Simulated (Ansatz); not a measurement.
# C2H3Al (ethynylalumane): B2PLYP/def2-TZVP

Aim: the electronic atomisation energy of C2H3Al (ethynylalumane) at B2PLYP/def2-TZVP, from 4 runs. 

The calculation is run with Ansatz 0.2.0.

37 further runs of the same task are left out: 1 that didn't finish, 36 set aside as unsound or not needed. Runs told in other sessions of the task aren't counted.

## 1. The system as given

C2H3Al: 6 atoms, total charge 0, spin state singlet. As SMILES, `C#[C][AlH2]`. Geometry: relaxed at PBE0-D4/def2-TZVP.

Bond lengths: C1–C2 1.211 Å, C2–Al3 1.906 Å, C1–H4 1.067 Å, Al3–H5 1.580 Å, Al3–H6 1.580 Å. Angles: C1–C2–Al3 179.9°, C2–C1–H4 180.0°, C2–Al3–H5 118.8°, C2–Al3–H6 118.8°, H5–Al3–H6 122.4°.

## 2. The energy at B2PLYP/def2-TZVP

Contents of run.yaml:

```yaml
crystal:
  periodic: [false, false, false]
  atoms:
    - {symbol: C, position_ang: [-0.792800, -1.637600, -0.298100]}
    - {symbol: C, position_ang: [-0.266100, -0.564200, -0.106200]}
    - {symbol: Al, position_ang: [0.564800, 1.124200, 0.195000]}
    - {symbol: H, position_ang: [-1.257000, -2.583100, -0.467400]}
    - {symbol: H, position_ang: [1.356700, 1.804700, -0.990500]}
    - {symbol: H, position_ang: [0.436600, 1.792000, 1.621000]}
basis:
  gaussian:
    orbitals: def2-TZVP
total_charge: 0
hamiltonian:
  xc: {name: B2PLYP}
correlation:
  frozen_orbitals: {Al: 5, C: 1, H: 0}
accuracy: high
output: {orbitals: {seedname: orbitals}}
```

The run is started by

```console
$ ansatz run run.yaml --threads 1 --pin off --max-ram 3480MiB --events-out events.jsonl --progress --plain --runs-dir runs
```

What it wrote:

```text
Warning: RAYON_NUM_THREADS=1 ignored (pool sized by the plan → 1); use --threads N
Functional definition: B2PLYP
  name "B2PLYP"
  parameter a = 0.53
  parameter c = 0.27
  exchange = (1 - a)*b88_x + a*exact_x
  correlation = (1 - c)*lyp_c + c*(mp2_os + mp2_ss)
1904 factors; integrals over basis functions are off by at most 5.6e-9 eV
mean field evaluation 1: about -8706.6970 eV, gradient 3.7e1 eV
mean field evaluation 2: about -8706.6990 eV, gradient 3.7e1 eV
mean field evaluation 4: about -8710.1491 eV, gradient 2.4e0 eV
mean field evaluation 8: about -8710.1651 eV, gradient 1.8e-1 eV
mean field evaluation 16: about -8710.1652 eV, gradient 2.9e-5 eV
mean field -8710.16522338 eV, -320.0926679973 hartree, gradient 2.4e-8 eV, S^2 0.000000; 0 other end points of the search recorded, 0 dependent functions left out
7 core orbitals not correlated: weight in the atoms' cores, before any rotation towards them, 1.000 or more for the frozen orbitals, at most 0.000 for the correlated occupied ones
reference -8710.16524823 eV, -320.0926689105 hartree; 7, 7 occupied and 103, 103 virtual orbitals, 1904 factors
second order -12.60122008 eV of doubles, -0.00000000 eV of singles
Total energy: -8713.56757765 eV, -320.2177022106 hartree
```

Run time: 12 s. Hardware: 1 thread of Intel Xeon Platinum 8259CL at 2.50GHz (Skylake/Cascade Lake), shared host; peak memory 0.32 GiB.

## 3. The Al atom, same level

Contents of job.yaml:

```yaml
crystal:
  periodic: [false, false, false]
  atoms:
    - {symbol: Al, position_ang: [0.000000, 0.000000, 0.000000]}
basis:
  gaussian:
    orbitals: def2-TZVP
magnetization:
  spin_polarized: true
  initial_magnetization: 1
hamiltonian:
  xc: {name: B2PLYP}
correlation:
  frozen_orbitals: {Al: 5}
accuracy: high
```

The run is started by

```console
$ ansatz run job.yaml --threads 1 --pin off --max-ram 3480MiB --events-out events.jsonl --progress --plain --runs-dir runs
```

What it wrote:

```text
Warning: RAYON_NUM_THREADS=1 ignored (pool sized by the plan → 1); use --threads N
[... 6 set-up lines as earlier in the session ...]
370 factors; integrals over basis functions are off by at most 3.5e-9 eV
mean field evaluation 1: about -6591.4867 eV, gradient 1.9e0 eV
mean field evaluation 2: about -6591.4855 eV, gradient 1.9e0 eV
mean field evaluation 4: about -6591.5601 eV, gradient 1.4e-1 eV
mean field evaluation 8: about -6591.5601 eV, gradient 4.7e-3 eV
mean field evaluation 16: about -6591.5601 eV, gradient 2.3e-8 eV
mean field -6591.56012645 eV, -242.2353667273 hartree, gradient 1.4e-8 eV, S^2 0.759031; 0 other end points of the search recorded, 0 dependent functions left out
5 core orbitals not correlated: weight in the atoms' cores, before any rotation towards them, 1.000 or more for the frozen orbitals, at most 0.000 for the correlated occupied ones
reference -6591.56014021 eV, -242.2353672329 hartree; 2, 1 occupied and 30, 31 virtual orbitals, 370 factors
second order -1.27447428 eV of doubles, -0.00000000 eV of singles
Total energy: -6591.90424827 eV, -242.2480129707 hartree
```

Wall time 1.4 s (1 thread of Intel Xeon Platinum 8259CL at 2.50GHz (Skylake/Cascade Lake), shared host); peak memory 0.12 GiB.

## 4. The C atom at the same level

Contents of molecule.yaml:

```yaml
crystal:
  periodic: [false, false, false]
  atoms:
    - {symbol: C, position_ang: [0.000000, 0.000000, 0.000000]}
basis:
  gaussian:
    orbitals: def2-TZVP
total_charge: 0
accuracy: high
correlation:
  frozen_orbitals: {C: 1}
hamiltonian:
  xc: {name: B2PLYP}
magnetization:
  spin_polarized: true
  initial_magnetization: 2
```

The run is started by

```console
$ ansatz run molecule.yaml --threads 1 --pin off --max-ram 3480MiB --events-out events.jsonl --progress --plain --runs-dir runs
```

What it wrote:

```text
Warning: RAYON_NUM_THREADS=1 ignored (pool sized by the plan → 1); use --threads N
[... 6 set-up lines as earlier in the session ...]
312 factors; integrals over basis functions are off by at most 3.1e-9 eV
mean field evaluation 1: about -1028.6090 eV, gradient 4.4e0 eV
mean field evaluation 2: about -1028.6093 eV, gradient 4.4e0 eV
mean field evaluation 4: about -1028.7249 eV, gradient 1.3e-1 eV
mean field evaluation 8: about -1028.7250 eV, gradient 3.7e-3 eV
mean field evaluation 16: about -1028.7250 eV, gradient 9.7e-8 eV
mean field -1028.72498494 eV, -37.8049459016 hartree, gradient 9.7e-8 eV, S^2 2.005648; 0 other end points of the search recorded, 0 dependent functions left out
1 core orbitals not correlated: weight in the atoms' cores, before any rotation towards them, 1.000 or more for the frozen orbitals, at most 0.000 for the correlated occupied ones
reference -1028.72499938 eV, -37.8049464325 hartree; 3, 1 occupied and 27, 29 virtual orbitals, 312 factors
second order -2.22590358 eV of doubles, -0.00000000 eV of singles
Total energy: -1029.32599335 eV, -37.8270325534 hartree
```

It took 0.66 s on 1 thread of Intel Xeon Platinum 8259CL at 2.50GHz (Skylake/Cascade Lake), shared host; peak memory 0.095 GiB.

## 5. The H atom at the same level

Contents of job.yaml:

```yaml
basis:
  gaussian: {orbitals: def2-TZVP}
crystal:
  periodic: [false, false, false]
  atoms:
    - {symbol: H, position_ang: [0.000000, 0.000000, 0.000000]}
magnetization: {spin_polarized: true, initial_magnetization: 1}
hamiltonian: {xc: {name: B2PLYP}}
correlation: {frozen_orbitals: {H: 0}}
accuracy: high
```

Run the same way, it converges to -0.49861 Eh (log not shown).

## 6. Outcome

Level: B2PLYP/def2-TZVP, 7 core orbitals frozen.

| quantity | value |
| --- | --- |
| molecule: total energy | -320.21770 Eh |
| molecule: HOMO energy (SCF part's orbitals) | -9.04 eV |
| molecule: LUMO energy (SCF part's orbitals) | -0.80 eV |
| molecule: HOMO–LUMO gap (SCF part's orbitals) | 8.24 eV |
| Al atom: total energy | -242.24801 Eh |
| Al atom: ⟨S²⟩ | 0.759 |
| C atom: total energy | -37.82703 Eh |
| C atom: ⟨S²⟩ | 2.006 |
| H atom: total energy | -0.49861 Eh |
| H atom: ⟨S²⟩ | 0.750 |
| electronic atomisation energy | 22.307 eV |

In words: Taking the molecule apart into free atoms costs 22.31 eV (514 kcal/mol), before zero-point energy and without spin-orbit coupling.
